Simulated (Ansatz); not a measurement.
# F4GeH2: the cost of one run

Program: Ansatz 0.2.0. Level of theory: RKS PBE/def2-mTZVP. These are calculated values, not measurements.

## (1) Starting point

Bond lengths: Ge1–F2 2.030 Å, Ge1–F3 1.680 Å, Ge1–F4 1.679 Å, Ge1–F5 1.679 Å. Angles: F2–Ge1–F3 109.4°, F2–Ge1–F4 109.5°, F2–Ge1–F5 109.5°, F3–Ge1–F4 109.5°, F3–Ge1–F5 109.5°, F4–Ge1–F5 109.5°.

Structure file:

```xyz
7

Ge    0.0000    0.0000    0.0000
F     0.0000    0.0000    2.0300
F     1.5842    0.0000   -0.5594
F    -0.7913    1.3709   -0.5594
F    -0.7913   -1.3709   -0.5594
H    -1.7556    0.0000    0.5833
H    -1.3158    0.0000    1.5287
```

## (2) A restrained relaxation towards end A

Springs on the bonds that form and break draw the guess towards this end; the thresholds are loose.

The input, input.yaml:

```yaml
crystal:
  periodic: [false, false, false]
  atoms:
    - { symbol: Ge, position_ang: [0.0, 0.0, 0.0] }
    - { symbol: F, position_ang: [0.0, 0.0, 2.03] }
    - { symbol: F, position_ang: [1.5842, 0.0, -0.5594] }
    - { symbol: F, position_ang: [-0.7913, 1.3709, -0.5594] }
    - { symbol: F, position_ang: [-0.7913, -1.3709, -0.5594] }
    - { symbol: H, position_ang: [-1.7556, 0.0, 0.5833] }
    - { symbol: H, position_ang: [-1.3158, 0.0, 1.5287] }
basis:
  gaussian: { orbitals: def2-mTZVP }
hamiltonian:
  xc: pbe
relax:
  f_tol: 0.15
  max_steps: 25
  restrain:
    - { distance: [0, 5], at: 2.75, k: 30.0 }
    - { distance: [6, 1], at: 2.12, k: 30.0 }
    - { distance: [0, 1], at: 1.68, k: 30.0 }
    - { distance: [6, 5], at: 0.66, k: 30.0 }
```

Command:

```sh
> ansatz run input.yaml --threads 4 --pin off --max-ram 5120MiB --backend cpu --events-out ev --progress --plain --runs-dir out
```

Q: Estimate wall time and peak memory on 4 threads of Intel Xeon Platinum 8375C at 2.90GHz (Ice Lake), shared host.

About 8.3 s, with a peak of 0.17 GiB.
